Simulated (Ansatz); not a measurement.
**CH5BFN: up Jacob's ladder to CCSD(T)**

Aim: compute CH5BFN with functionals from several rungs and with coupled cluster. The yardstick is the atomisation energy at the CCSD(T) limit.

The runs use Ansatz 0.2.0, Gaussian basis; functionals in def2-TZVPP, the program's frozen cores in correlated methods.

Levels to be run: LDA (SPW92), PBE-D4, revPBE-D4, BLYP-D4, r2SCAN-D4, B97M-V, PBE0-D4, B3LYP-D4, r2SCANh-D4, r2SCAN0-D4, HSE06-D4, BHLYP-D4, CAM-B3LYP-D4, LC-ωPBE, ωB97X-V, ωB97M-V, B2PLYP, PBE-QIDH; CCSD(T)/def2-SVP; CCSD(T)/def2-TZVPP; MP2/def2-QZVPP; extrapolation to the limit; RPA on PBE.

## (1) The relaxed structure

The geometry comes from an earlier relaxation with PBE0-D4 in a triple-zeta def2 set; it is a stationary point, not always the lowest conformer.

SMILES `CB(N)F`, 9 atoms, charge 0, spin multiplicity 1.

Atoms are counted from 1 here; the program's logs count them from 0.

Bond lengths: C1–B2 1.566 Å, C1–H5 1.094 Å, C1–H6 1.091 Å, C1–H7 1.094 Å, B2–N3 1.396 Å, B2–F4 1.347 Å, N3–H8 1.006 Å, N3–H9 1.003 Å. Angles: B2–C1–H5 110.2°, B2–C1–H6 113.8°, B2–C1–H7 110.2°, H5–C1–H6 108.1°, H5–C1–H7 106.2°, H6–C1–H7 108.1°, C1–B2–N3 124.5°, C1–B2–F4 118.6°, N3–B2–F4 116.9°, B2–N3–H8 122.4°, B2–N3–H9 123.0°, H8–N3–H9 114.6°.

## (2) LDA

This LDA is Slater exchange with PW92 correlation.

Contents of in.yaml:

```yaml
crystal:
  periodic: [false, false, false]
  atoms:
    - {symbol: C, position_ang: [-0.428412, 0.964700, -0.538980]}
    - {symbol: B, position_ang: [0.098211, -0.482266, -0.251414]}
    - {symbol: N, position_ang: [0.546175, -0.928062, 0.993805]}
    - {symbol: F, position_ang: [0.128524, -1.370898, -1.263783]}
    - {symbol: H, position_ang: [0.176615, 1.438372, -1.318136]}
    - {symbol: H, position_ang: [-0.424046, 1.616293, 0.336622]}
    - {symbol: H, position_ang: [-1.450389, 0.924323, -0.927963]}
    - {symbol: H, position_ang: [0.878707, -1.865227, 1.143736]}
    - {symbol: H, position_ang: [0.563114, -0.343534, 1.809012]}
basis:
  gaussian: {orbitals: def2-TZVPP}
hamiltonian: {xc: lda}
output: {orbitals: {seedname: orbitals}}
```

The runs that follow: PBE-D4 (GGA); revPBE-D4 (GGA); BLYP-D4 (GGA); r2SCAN-D4 (meta-GGA); B97M-V (meta-GGA); PBE0-D4 (hybrid); B3LYP-D4 (hybrid); r2SCANh-D4 (hybrid); r2SCAN0-D4 (hybrid); HSE06-D4 (hybrid); BHLYP-D4 (hybrid); CAM-B3LYP-D4 (range-separated); LC-ωPBE-D4 (range-separated); ωB97X-V (range-separated); ωB97M-V (range-separated); B2PLYP (double hybrid); PBE-QIDH (double hybrid); CCSD(T) in def2-SVP; CCSD(T) in def2-TZVPP; MP2 in def2-QZVPP; RPA on PBE orbitals.

**Question.** What will the summary of the whole plan be? Wanted: atomisation energy, CCSD(T)/CBS; farthest beyond LDA; mean size of error, GGA; mean size of error, meta-GGA; mean size of error, hybrid; mean size of error, range-separated; mean size of error, double hybrid; gap, smallest and largest; T1 diagnostic.

The runs gave:

```
                               quantity                                                                 value
        atomisation energy, CCSD(T)/CBS                                                             37.526 eV
    functionals within 0.188 eV (0.5 %)  revPBE-D4, r2SCAN-D4, r2SCANh-D4, LC-ωPBE, ωB97X-V, B2PLYP, PBE-QIDH
                    farthest beyond LDA                                                    PBE-D4 (+0.870 eV)
                mean size of error, GGA                                                              0.399 eV
           mean size of error, meta-GGA                                                              0.191 eV
             mean size of error, hybrid                                                              0.313 eV
    mean size of error, range-separated                                                              0.260 eV
      mean size of error, double hybrid                                                              0.119 eV
              gap, smallest and largest                                 6.68 eV (BLYP-D4), 13.93 eV (LC-ωPBE)
                          T1 diagnostic                                                                0.0111
triples share of the correlation energy                                                                 3.3 %
```

In words: LDA overbinds by 5.324 eV (14 %). PBE-D4 misses by +0.870 eV. Double hybrids carry the basis error of their MP2 part in triple zeta, and no dispersion term here, so their miss is partly the set-up's. Taken by rung, double hybrid functionals do best (0.119 eV on average) and GGA ones worst beyond LDA (0.399 eV). The gap between the best rungs is small, so their order is not settled. The reference freezes the cores and leaves out relativity and excitations past (T), so misses under about 0.188 eV can't be ranked. Hartree-Fock recovers 75 % of the binding; the rest is correlation. CCSD(T) in def2-SVP is off by -1.727 eV, worse than the median functional, from the basis alone. The gap grows from 6.7 to 13.9 eV across the functionals, mostly with the share of exact exchange.
